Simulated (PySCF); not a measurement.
# InH3 (SMILES [H][In]([H])[H]) at PBE/LANL2DZ (core potential)

Aim: the energy change on altering one bond length of InH3 at PBE/LANL2DZ (core potential), from 2 runs. 

The calculation is run with PySCF 2.14.0.

6 further runs of the same task are left out: 6 set aside as unsound or not needed.

## (1) The molecule

InH3 has 4 atoms, charge 0, and is taken as a singlet. SMILES: `[H][In]([H])[H]`. Geometry: a GFN2-xTB relaxation, a rough one for these elements and not checked as a minimum.

Bond lengths: In1–H2 1.719 Å, In1–H3 1.719 Å, In1–H4 1.718 Å. Angles: H2–In1–H3 120.0°, H2–In1–H4 120.1°, H3–In1–H4 119.9°.

## (2) A single-point energy at PBE/LANL2DZ (core potential)

input.py reads:

```python
from pyscf import gto, dft

system = gto.Mole()
system.atom = '''
In   0.000640  -0.000740  -0.000540
H    1.718930  -0.027790   0.013510
H   -0.834510   1.501400  -0.017780
H   -0.885060  -1.472880   0.004810
'''
system.charge = 0
system.verbose = 3
system.ecp = {'In': 'lanl2dz'}
system.max_memory = 1860
system.basis = 'lanl2dz'
system.build()

ks = dft.RKS(system)
ks.xc = 'pbe'
ks.conv_tol = 1e-10
ks.grids.level = 5
ks.kernel()
if not ks.converged:
    ks = ks.newton().run(ks.mo_coeff, ks.mo_occ)

etot = ks.e_tot
print('Final energy', etot)
```

The run is started by

```console
OMP_NUM_THREADS=1 python input.py
```

What it wrote:

```text
converged SCF energy = -3.61014763472232
Final energy -3.6101476347223156
```

Run time: 1.5 s. Hardware: 1 thread of Arm Neoverse V1, shared host; peak memory 0.16 GiB.

## (3) The distorted shape at the same level

calc.py reads:

```python
from pyscf import gto, dft

mol = gto.Mole()
mol.atom = [
    ('In', (0.167654, -0.301139, 0.002908)),
    ('H', (1.885944, -0.328189, 0.016958)),
    ('H', (-0.834510, 1.501400, -0.017780)),
    ('H', (-0.718046, -1.773279, 0.008258)),
]
mol.max_memory = 1860
mol.verbose = 3
mol.ecp = {'In': 'lanl2dz'}
mol.basis = 'lanl2dz'
mol.charge = 0
mol.build()

mf = dft.RKS(mol)
mf.xc = 'pbe'
mf.grids.level = 5
mf.conv_tol = 1e-10
mf.kernel()
if not mf.converged:
    mf = mf.newton().run(mf.mo_coeff, mf.mo_occ)

etot = mf.e_tot
print('Final energy', etot)
```

The run is started by

```console
OMP_NUM_THREADS=1 python calc.py
```

What it wrote:

```text
converged SCF energy = -3.59769023506946
Final energy -3.597690235069456
```

Run time: 1.4 s. Hardware: 1 thread of Arm Neoverse V1, shared host; peak memory 0.16 GiB.

## (4) Results

At PBE/LANL2DZ (core potential):

| quantity | value |
| --- | --- |
| first shape: total energy | -3.61015 Eh |
| first shape: dipole moment | 0.01 D |
| first shape: HOMO energy | -7.12 eV |
| first shape: LUMO energy | -2.59 eV |
| first shape: HOMO–LUMO gap | 4.53 eV |
| distorted shape: total energy | -3.59769 Eh |
| distorted shape: dipole moment | 0.63 D |
| distorted shape: HOMO energy | -6.66 eV |
| distorted shape: LUMO energy | -2.68 eV |
| distorted shape: HOMO–LUMO gap | 3.98 eV |
| energy change with the In1–H3 bond stretched from 1.719 to 2.063 Å | 0.339 eV |

With the In1–H3 bond stretched from 1.719 to 2.063 Å the energy rises by 0.34 eV (32.7 kJ/mol). The first shape isn't relaxed at this level, so the change isn't measured from a minimum.
